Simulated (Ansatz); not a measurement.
# GeH₂ (singlet): wave-function methods side by side at distance Ge1–H3 = 2.917 Å, cc-pVDZ

Aim: climb from Hartree-Fock through coupled cluster and multireference methods for GeH₂ (singlet) at one geometry and basis, and see what each rung misses.

Program: Ansatz 0.2.0, Gaussian basis. Level of theory: cc-pVDZ, core rule «outside noble gas», up to 14 orbitals frozen. These are calculated values, not measurements.

The runs, in order: UHF; CCSD(T) on RHF; CCSD(T) on UHF; BCCD(T) on RHF; CISD; CCSDT(Q) on RHF; CCSDT(Q) on UHF; CCSDTQ on RHF; CASSCF and MRCISD+Q, 2 electrons in 2 orbitals; CASSCF and NEVPT2, 2 electrons in 2 orbitals; CASSCF and MRCISD+Q, 6 electrons in 6 orbitals; CASSCF and MRCISD+Q(relaxed), 6 electrons in 6 orbitals; CASSCF and NEVPT2, 6 electrons in 6 orbitals; Full CI.

17 further runs of the same task are left out: 1 for a mislabelled method, 13 that didn't finish, 3 set aside as unsound or not needed.

## Step 1: The system

The geometry derives from a PBE0/def2-TZVP stationary point (not a proven minimum). One bond is set to the value named and the two fragments are kept rigid. No spin-orbit coupling is included. The filled d shell of Ge may be among the frozen orbitals whatever the setting's name suggests; the logs give the count.

3 atoms, charge 0, spin multiplicity 1.

Atoms are counted from 1 here; the program's logs count them from 0.

Bond lengths: Ge1–H2 1.594 Å.

## Step 2: UHF

in.yaml reads:

```yaml
crystal:
  periodic: [false, false, false]
  atoms:
    - {symbol: Ge, position_ang: [0.000000, -0.042824, -0.012700]}
    - {symbol: H, position_ang: [0.000000, 1.078026, -1.146188]}
    - {symbol: H, position_ang: [0.000000, 2.008200, 2.061472]}
basis:
  gaussian: {orbitals: cc-pVDZ}
magnetization: {spin_polarized: true, initial_magnetization: 0}
hamiltonian: {xc: hf}
output: {orbitals: {seedname: orbitals}}
```

Launch:

```bash
ansatz run in.yaml --threads 1 --pin off --events-out ev --progress --plain --max-ram 2393MiB
```

The runs that follow: CCSD(T) on RHF; CCSD(T) on UHF; BCCD(T) on RHF; CISD; CCSDT(Q) on RHF; CCSDT(Q) on UHF; CCSDTQ on RHF; CASSCF and MRCISD+Q, 2 electrons in 2 orbitals; CASSCF and NEVPT2, 2 electrons in 2 orbitals; CASSCF and MRCISD+Q, 6 electrons in 6 orbitals; CASSCF and MRCISD+Q(relaxed), 6 electrons in 6 orbitals; CASSCF and NEVPT2, 6 electrons in 6 orbitals; Full CI.

Q: Predict the results of all the runs planned. Wanted: FCI below the RHF energy; RMP2 from FCI; UMP2 from FCI; RCCSD from FCI; RCCSD(T) from FCI; UCCSD(T) from FCI; RCCSDT(Q) from FCI; UCCSDT(Q) from FCI; NEVPT2 pair from FCI.

**Answer**, as computed:

| quantity | value |
| --- | --- |
| FCI below the RHF energy | -3.9493 eV |
| RMP2 from FCI | +135.6 kJ/mol |
| UMP2 from FCI | +98.4 kJ/mol |
| RCCSD from FCI | +17.9 kJ/mol |
| RCCSD(T) from FCI | +1.7 kJ/mol |
| UCCSD(T) from FCI | +11.3 kJ/mol |
| RCCSDT(Q) from FCI | 0.0 kJ/mol |
| UCCSDT(Q) from FCI | +0.2 kJ/mol |
| NEVPT2 pair from FCI | +61.1 kJ/mol |
| NEVPT2 valence from FCI | +42.8 kJ/mol |
| MRCISD+Q valence from FCI | 0.0 kJ/mol |
| levels within 1 kcal/mol (43 meV) | RCCSD(T), BCCD(T), RCCSDT, UCCSDT, RCCSDT(Q), UCCSDT(Q), RCCSDTQ, MRCISD+Q valence, MRCISD+Q(relaxed) valence |
| T1 diagnostic | 0.060 |
| effectively unpaired electrons | 0.71 |

In words: RCCSD(T) lands +1.7 kJ/mol from the yardstick (0.5 % of the correlation energy). CCSD(T) misses by +1.7 kJ/mol on the restricted determinant and by +11.3 kJ/mol on the unrestricted one; the two need not hold the same state or core. MRCISD+Q(relaxed) valence falls below full CI: the +Q correction isn't variational, and the cores differ from full CI's. The occupations show some static correlation. Of the multireference levels listed MRCISD+Q valence comes nearest in total energy (0.0 kJ/mol), which doesn't show that its space is the better one. These misses are within one basis, not against nature.
